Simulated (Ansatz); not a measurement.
CH₇AlGe, SMILES [CH3][AlH][GeH3], a ladder of methods at one geometry

Run with Ansatz 0.2.0, Python API.

The script, `run_methods.py`:
```python
'''One geometry of CH7AlGe, method by method.'''

from pathlib import Path

import ansatz as az
import numpy as np

mol = (
    az.Crystal.molecule()
    .atom('C', (-1.2588, 1.1527, -0.7317))
    .atom('Al', (0.2481, -0.0385, -0.8489))
    .atom('Ge', (1.0393, -1.1244, 1.1604))
    .atom('H', (-0.993, 2.0486, -0.0639))
    .atom('H', (-1.5314, 1.5873, -1.772))
    .atom('H', (-2.1883, 0.6617, -0.3574))
    .atom('H', (0.9894, -0.3077, -2.2473))
    .atom('H', (1.0189, -2.6469, 0.9985))
    .atom('H', (0.2093, -0.6673, 2.4232))
    .atom('H', (2.5496, -0.7167, 1.4421))
)

calculation = mol.calculation().basis(gaussian='def2-SVP').accuracy('medium')

print('functional    E (Ha)        dipole (D)   HOMO (eV)  LUMO (eV)')
for name in ['lda', 'hse06', 'b3lyp', 'pbe0', 'pbe', 'cam_b3lyp']:
    rep = calculation.functional(name).forces().orbitals().run(threads=1, runs_dir='runs').report
    lines = Path(rep['orbitals_path']).read_text().splitlines()
    field_of = lambda key: [line.split('=')[1].strip() for line in lines if line.startswith(key)]
    orbitals = [(27.211386 * float(e), s, float(n)) for e, s, n in zip(field_of('Ene='), field_of('Spin='), field_of('Occup='))]
    homo = max(e for e, _, n in orbitals if n > 0.5)
    lumo = min(e for e, _, n in orbitals if n < 0.5)
    dipole = 4.803205 * np.linalg.norm(rep['charge_distribution']['dipole_moment_e_ang'])
    print(f'{name:10s} {rep["free_energy_ev"] / 27.211386246:14.6f} {dipole:9.3f} {homo:11.3f} {lumo:10.3f}')
```

`python run_methods.py` gives:
```text
functional    E (Ha)        dipole (D)   HOMO (eV)  LUMO (eV)
lda          -2356.711994     1.210      -6.239     -2.550
hse06        -2360.923560     1.167      -6.891     -2.006
b3lyp        -2361.437386     1.167      -7.062     -1.809
pbe0         -2360.932301     1.165      -7.282     -1.636
pbe          -2360.836591     1.174      -6.176     -2.364
cam_b3lyp    -2361.454412     1.167      -8.507     -0.645
```

Notes:
- These settings explore the input space; basis and method may be short of convergence.
- The geometry is a force-field or estimated start, not a minimum of this method, and the basis set is short of its limit. A lower total doesn't mark the better method: functionals have no common bound, and MP2 and coupled cluster aren't variational.
- b3lyp holds the VWN-RPA fit, as in Gaussian; the form of ORCA and Turbomole is b3lyp5.
- Levels such as HOMO and LUMO are orbital energies: with these approximate functionals they aren't the ionisation energy and electron affinity, and their gap isn't the fundamental gap.
- hse06 follows the composition of plane-wave codes, whose totals differ by tens of mHa, up to about 0.1 Ha, from the form usual in Gaussian-basis programs (wpbeh).
- Wall time of the script: 20 s on 1 thread of Arm Neoverse V2, with other jobs on the host, peak memory 0.3 GiB.
